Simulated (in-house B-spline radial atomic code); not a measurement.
**Os: density, ELF and screening along the radius**

Aim: the shell structure of Os in the radial density, the electron localisation function and the screened nuclear charge, under several settings.

Method: several methods, spin-polarised, as named in each step; spherical all-electron atom at the radial basis limit. Code: in-house B-spline radial atomic code version 1.

## Step 1: Starting point

| Item | Value |
| --- | --- |
| element | osmium (Z = 76) |
| charge | 0 |
| electrons | 76 |
| configuration | [Xe] 4f14 5d6 6s2 |
| nucleus | point (non-relativistic runs) or finite (X2C runs) |

The outer shells:

[Xe] 4f14 5d6 6s2
```
[Xe] core
4f [↑↓][↑↓][↑↓][↑↓][↑↓][↑↓][↑↓]
5d [↑↓][↑ ][↑ ][↑ ][↑ ]
6s [↑↓]
```

Where spins are not typed, each open shell is filled with up spins first.

## Step 2: PBE, X2C, [Xe] 4f14 5d6 6s2

Input settings:

```ini
Z = 76
electrons = 76.0
configuration = [Xe] 4f14 5d6 6s2
hamiltonian = x2c
method = pbe,pbe
spin_polarised = True
nucleus = fermi
rms_radius = 5.4126
mass_number = 192
atomic_mass = 191.961478765
speed_of_light = 137.035999084
```

The run is started by

```sh
$ python run_scf.py task.json out
```

One command runs all members of the session, one after another, from task.json.

## Step 3: Hartree-Fock, X2C, [Xe] 4f14 5d6 6s2

The settings differ from step 2 so:

```diff
@@ -4,3 +4,3 @@
 hamiltonian = x2c
-method = pbe,pbe
+method = hf
 spin_polarised = True
```

## Step 4: BLYP, X2C, [Xe] 4f14 5d6 6s2

The settings differ from step 3 so:

```diff
@@ -4,3 +4,3 @@
 hamiltonian = x2c
-method = hf
+method = b88,lyp
 spin_polarised = True
```

## Step 5: SCAN, X2C, [Xe] 4f14 5d6 6s2

The settings differ from step 4 so:

```diff
@@ -4,3 +4,3 @@
 hamiltonian = x2c
-method = b88,lyp
+method = scan,scan
 spin_polarised = True
```

## Step 6: PBE, X2C, [Kr] 4d10 4f14 5s2 5p5 5d6 6s2 6d1

Input settings:

```ini
Z = 76
electrons = 76.0
configuration = [Kr] 4d10 4f14 5s2 5p5 5d6 6s2 6d1
hamiltonian = x2c
method = pbe,pbe
spin_polarised = True
nucleus = fermi
rms_radius = 5.4126
mass_number = 192
atomic_mass = 191.961478765
speed_of_light = 137.035999084
```

Before running: How large is the system in each run, where do the shell borders lie, and what is the highest level?

**Answer**, as computed:

| run | total energy (hartree) | highest level (eV) | radius holding 50 / 90 / 99 % (bohr) | radius at n = 0.001 (bohr) | ELF minima on the full grid (bohr) |
| --- | --- | --- | --- | --- | --- |
| PBE, X2C, [Xe] 4f14 5d6 6s2 | -17255.6451 | -4.788 | 0.391 / 1.42 / 3.56 | 4.61 | 0.024, 0.094, 0.29, 0.72, 2.2 |
| Hartree-Fock, X2C, [Xe] 4f14 5d6 6s2 | -17250.1870 | -6.746 | 0.391 / 1.41 / 3.65 | 4.68 | 0.025, 0.099, 0.25, 0.78, 2.4 |
| BLYP, X2C, [Xe] 4f14 5d6 6s2 | -17256.6426 | -4.809 | 0.391 / 1.42 / 3.57 | 4.62 | 0.024, 0.094, 0.29, 0.72, 2.2 |
| SCAN, X2C, [Xe] 4f14 5d6 6s2 | -17256.5043 | -4.671 | 0.391 / 1.42 / 3.54 | 4.60 | 0.024, 0.094, 0.29, 0.71, 2.2 |
| PBE, X2C, [Kr] 4d10 4f14 5s2 5p5 5d6 6s2 6d1 | -17253.6727 | -0.798 | 0.391 / 1.45 / 7.05 | 4.37 | 0.024, 0.11, 0.29, 0.79, 2.1, 5.8 |

In the first run ELF has 5 minima on the grid, which mark the borders between shells. On the record's full grid the screened charge (r times the electrostatic potential) falls from 75.8 near the nucleus to 0.00 at 11 bohr; far out it tends to the net charge, 0. The radius that holds 99 % of the electrons runs from 3.54 bohr (SCAN, X2C, [Xe] 4f14 5d6 6s2) to 7.05 bohr (PBE, X2C, [Kr] 4d10 4f14 5s2 5p5 5d6 6s2 6d1). The grid is coarse (about 25 % a step), so the places of minima are rough. For X2C runs ELF uses the non-relativistic kinetic energy density, and the fields carry no picture-change correction.
